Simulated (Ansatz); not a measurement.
**GaC+ (singlet): the correlation ladder, cc-pVTZ**

The task here is to estimate one member of a computed series from the others.

Computed with Ansatz 0.2.0, Gaussian basis. Level: cc-pVTZ, core rule «outside noble gas», up to 15 orbitals frozen.

The runs, in order: UHF; CCSD(T) on RHF; CCSD(T) on UHF; BCCD(T) on RHF; CISD; CCSDT(Q) on RHF; CCSDT(Q) on UHF; CASSCF and MRCISD+Q, 6 electrons in 8 orbitals; CASSCF and NEVPT2, 6 electrons in 8 orbitals.

21 further runs of the same task are left out: 1 for a known fault of the program, 9 that didn't finish, 11 set aside as unsound or not needed.

## The geometry

The geometry is a PBE0/def2-TZVP stationary point (not a proven minimum) of the parent state, kept for this charge and spin. No spin-orbit coupling is included. The filled d shell of Ga may be among the frozen orbitals whatever the setting's name suggests; the logs give the count.

2 atoms, charge 1, spin multiplicity 1.

Atoms are counted from 1 here; the program's logs count them from 0.

Bond lengths: C1–Ga2 1.987 Å.

Set-up of the first run:

File in.yaml:

```yaml
crystal:
  periodic: [false, false, false]
  atoms:
    - {symbol: C, position_ang: [0.000000, 0.000000, 0.000000]}
    - {symbol: Ga, position_ang: [0.000000, 0.000000, 1.987400]}
basis:
  gaussian: {orbitals: cc-pVTZ}
total_charge: 1
magnetization: {spin_polarized: true, initial_magnetization: 0}
hamiltonian: {xc: hf}
output: {orbitals: {seedname: orbitals}}
```

Launch:

```console
$ ansatz run in.yaml --threads 1 --pin off --events-out ev --progress --plain --max-ram 2393MiB
```

Among the steps run: UHF; CCSD(T) on RHF; CCSD(T) on UHF; BCCD(T) on RHF; CISD; CCSDT(Q) on RHF; CCSDT(Q) on UHF; CASSCF and MRCISD+Q, 6 electrons in 8 orbitals; CASSCF and NEVPT2, 6 electrons in 8 orbitals.

One of the session's tables, all rows but one given; the rest of the session is left out.

```
          method  from RCCSDT(Q) (meV)
             RHF               +5535.5
            RMP2               +1691.2
            UMP2                +735.7
           RCCSD                +582.0
           UCCSD                -368.2
        RCCSD(T)                +267.0
        UCCSD(T)                -710.1
         BCCD(T)                +276.6
          RCCSDT                +108.4
          UCCSDT               -1070.6
       RCCSDT(Q)                     0
       UCCSDT(Q)               -1174.8
  CASSCF valence               +2402.1
  NEVPT2 valence                     ?
  MRCISD valence                 +84.5
MRCISD+Q valence                 -13.1
```

**Question.** Estimate the row for NEVPT2 valence.

The run gave: from RCCSDT(Q) (meV): +423.4. In the column «from RCCSDT(Q) (meV)» it lies between BCCD(T) (+276.6) and RCCSD (+582.0).

Among the levels timed on like hardware and quicker than the yardstick, those that no quicker one beats, quickest first: NEVPT2 valence (7.5 s, +423.4 meV); MRCISD+Q valence (9 s, -13.1 meV).

Not comparable, so not listed: CISD (they don't share determinant, frozen orbitals or solution with the rows shown, or repeat one).

To keep in mind: The determinant is far from a pure spin state, so its energy mixes those of several spin states (harmless only where they are near-degenerate, as at dissociation). The report flags that the cluster equations may have other roots. Left out of the table: UHF (another determinant or state than the rows shown). The program flags RCCSD(T), UCCSD(T), BCCD(T), RCCSDT(Q), UCCSDT(Q) as in doubt, so the zero of the table is itself unsure. Warnings: restricted reference is unstable; spin contamination; coupled cluster took another determinant than the lowest; large T1 diagnostic. Restricted and unrestricted rows rest on different reference determinants; where their highest levels disagree by more than a few hundredths of an eV, they describe different states and don't form one ladder. Warnings in the runs' records: large difference, other roots.
